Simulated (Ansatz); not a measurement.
Working through a rigid torsion scan of C2H5B2N, SMILES BNBC#C

With Ansatz 0.2.0 through its Python package.

At the Python prompt:
```pycon
>>> import ansatz as az
>>> from ase import Atoms
>>> params = {
...     "basis_set": "def2-SVP",
...     "xc": "pbe0",
...     "fmax": 0.02,
...     "method": "mp2",
... }
>>> atoms = Atoms(["B", "N", "B", "C", "C", "H", "H", "H", "H", "H"], positions=[
...     [-1.48, 1.0034, -0.1738],
...     [-1.0909, -0.4281, -0.5243],
...     [0.0691, -0.8291, 0.3801],
...     [1.5063, -0.4146, 0.0283],
...     [2.633, -0.0882, -0.2479],
...     [-0.7518, 1.8982, -0.433],
...     [-2.4872, 1.2242, 0.405],
...     [-1.9018, -1.0288, -0.2532],
...     [-0.1191, -1.5355, 1.3095],
...     [3.6224, 0.1986, -0.4906],
... ])
>>> # relax first, so that the scan starts from a minimum
>>> first = (
...     az.Crystal.molecule_from_ase(atoms).calculation()
...     .basis(gaussian=params["basis_set"])
...     .functional(params["xc"])
...     .relax(force_tolerance=params["fmax"], max_steps=80)
... )
>>> atoms.positions = first.run(threads=1).report["positions_ang"]
>>> start = atoms.get_dihedral(0, 1, 2, 3)
>>> energies = {}
>>> for turn in range(0, 360, 40):
...     turned = atoms.copy()
...     turned.set_dihedral(0, 1, 2, 3, start + turn, indices=[2, 3, 4, 8, 9])
...     calculation = (
...         az.Crystal.molecule_from_ase(turned).calculation()
...         .basis(gaussian=params["basis_set"])
...         .correlation(params["method"])
...     )
...     energies[round((start + turn) % 360)] = calculation.run(threads=1).report["free_energy_ev"]
...
>>> floor = min(energies.values())
>>> print("dihedral B0-N1-B2-C3 (deg)   E - E(min) (kJ/mol)")
dihedral B0-N1-B2-C3 (deg)   E - E(min) (kJ/mol)
>>> for angle, e in sorted(energies.items()):
...     print(f"{angle:8d} {96.485332 * (e - floor):14.3f}  " + "#" * int(30 * (e - floor) / max(max(energies.values()) - floor, 1e-9)))
...
      40         27.959  ###########
      80         75.895  #############################
     120         56.608  ######################
     160          5.192  ##
     200          4.979  #
     240         56.261  ######################
     280         76.041  ##############################
     320         28.269  ###########
     360          0.000
```

The scan is rigid and the energies are electronic, in a modest basis. With rigid groups the curve can differ much from the relaxed path, the start wasn't checked as a minimum of this torsion, and equivalent turns needn't return to the same energy. The start is relaxed with a density functional and scanned with the wavefunction method, so it isn't exactly that method's minimum. Finished in 53 s on 1 thread of Intel(R) Xeon(R) Platinum 8259CL CPU @ 2.50GHz (Skylake/Cascade Lake), on a shared host, peak memory 0.27 GiB.
